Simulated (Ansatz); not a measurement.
# BeZn3Se4: the cost of one run

Program: Ansatz 0.2.0. Level of theory: DFT PBE, scalar-relativistic, plane waves, PAW, unless a step names another level. These are calculated values, not measurements.

11 further runs of the same task are left out: 1 that didn't finish, 10 set aside as unsound or not needed.

## (1) The formula and the candidates

Pauling electronegativities: Be 1.57, Zn 1.65, Se 2.55 (spread 0.98). The formula balances with common oxidation states: Zn +2, Be +2, Se -2. Tabulated atomic sizes suggest about 20 Å³/atom. 27 candidates were drawn, by swapping species into database cells of other compounds, at random by space group and Wyckoff sites, or by hand, as the table says:

```csv
name,made from,space group no.,Wyckoff sites,atoms (primitive cell),V (Å³/atom)
c01,database cell of Sr4GaSi3,25,"Be 1a; Zn 1b, 1d, 1c; Se 1a, 1b, 1d, 1c",8,25.3
c02,random,115,"Be 1a; Zn 1c, 2e; Se 2g, 1d, 1b",8,21.0
c03,random,221,"Be 1b; Zn 3d; Se 1a, 3c",8,21.5
c04,database cell of TlIn3Se4,97,"Be 2a; Zn 4c, 2b; Se 8j",8,21.9
c05,random,71,"Be 2c; Zn 4i, 2d; Se 8k",8,23.3
c06,random,166,"Be 3b; Zn 9d; Se 3a, 9e",8,20.0
c07,random,221,"Be 1a; Zn 3d; Se 1b, 3c",8,21.1
c08,database cell of Mn3Ni4Sn,166,"Be 3a; Zn 6c, 3b; Se 6c, 6c",8,20.1
c09,built by hand: (001) BeSe/(ZnSe)3 zincblende superlattice,115,"Be 1a; Zn 2f, 1d; Se 2g, 2g",8,19.6
c10,database cell of CrFe3Sb4,164,"Be 1a; Zn 1b, 2c; Se 2d, 2d",8,17.7
c11,"built by hand: enargite (Cu3AsS4), ordered wurtzite",31,"Be 2a; Zn 2a, 4b; Se 2a, 4b, 2a",16,19.6
c12,random,71,"Be 2c; Zn 2d, 4e; Se 8l",8,24.9
c13,built by hand: cubic L1_2-ordered zincblende,215,Be 1a; Zn 3c; Se 4e,8,19.6
c14,random,123,"Be 1c; Zn 2f, 1d; Se 1a, 2h, 1b",8,23.6
c15,database cell of NbTl3Se4,217,Be 2a; Zn 6b; Se 8c,8,22.9
c16,database cell of AlCr3B4,47,"Be 1h; Zn 2q, 1e; Se 2t, 2s",8,17.8
c17,database cell of VCu3S4,215,Be 1a; Zn 3d; Se 4e,8,21.9
c18,random,123,"Be 1c; Zn 1a, 2f; Se 2g, 2h",8,25.2
c19,"built by hand: famatinite (Cu3SbS4), ordered zincblende",121,"Be 2a; Zn 4d, 2b; Se 8i",8,19.6
c20,random,123,"Be 1b; Zn 2f, 1a; Se 2g, 2h",8,25.0
c21,database cell of CaCd3O4,65,"Be 2b; Zn 4f, 2a; Se 4i, 4h",8,16.6
c22,database cell of RbZn4As3,123,"Be 1b; Zn 2h, 1a; Se 4i",8,21.4
c23,database cell of Sm3TmS4,47,"Be 1a; Zn 2t, 1c; Se 1g, 2s, 1e",8,18.0
c24,random,191,"Be 1a; Zn 2e, 1b; Se 2d, 2c",8,21.3
c25,database cell of Cu3AsS4,215,Be 1a; Zn 3c; Se 4e,8,19.1
c26,random,38,"Be 2b; Zn 4d, 2a; Se 4e, 2b, 2a",8,24.1
c27,random,65,"Be 2c; Zn 4i, 2d; Se 8p",8,21.6
```

## (2) Screening run of c03

Contents of input.yaml:

```yaml
crystal:
  lattice:
    - [5.55889914, 0.0, 0.0]
    - [0.0, 5.55889914, 0.0]
    - [0.0, 0.0, 5.55889914]
  atoms:
    - { symbol: Be, position: [0.5, 0.5, 0.5] }
    - { symbol: Zn, position: [0.5, 0.0, 0.0] }
    - { symbol: Zn, position: [0.0, 0.5, 0.0] }
    - { symbol: Zn, position: [0.0, 0.0, 0.5] }
    - { symbol: Se, position: [0.0, 0.0, 0.0] }
    - { symbol: Se, position: [0.0, 0.5, 0.5] }
    - { symbol: Se, position: [0.5, 0.0, 0.5] }
    - { symbol: Se, position: [0.5, 0.5, 0.0] }
basis:
  ecutwfc: 420
kpoints:
  mp_grid: { grid: [2, 2, 2] }
hamiltonian:
  xc: pbe
scf:
  occupations: { method: gaussian, width: 0.15 }
  lower_state_search: "off"
output:
  forces: true
  stress: true
  eigenvalues: true
relax:
  adjacent_minimum: "off"
  f_tol: 0.08
  max_steps: 16
  cell: { stress_tol: 0.8 }
```

The run is started by

```bash
> ansatz run input.yaml --threads 1 --pin off --max-ram 2560MiB --backend cpu --events-out ev --progress --plain --runs-dir out
```

What time and memory should one allow on 1 thread of Intel Xeon at 2.70GHz, shared host?

About 11 s, with a peak of 0.47 GiB.
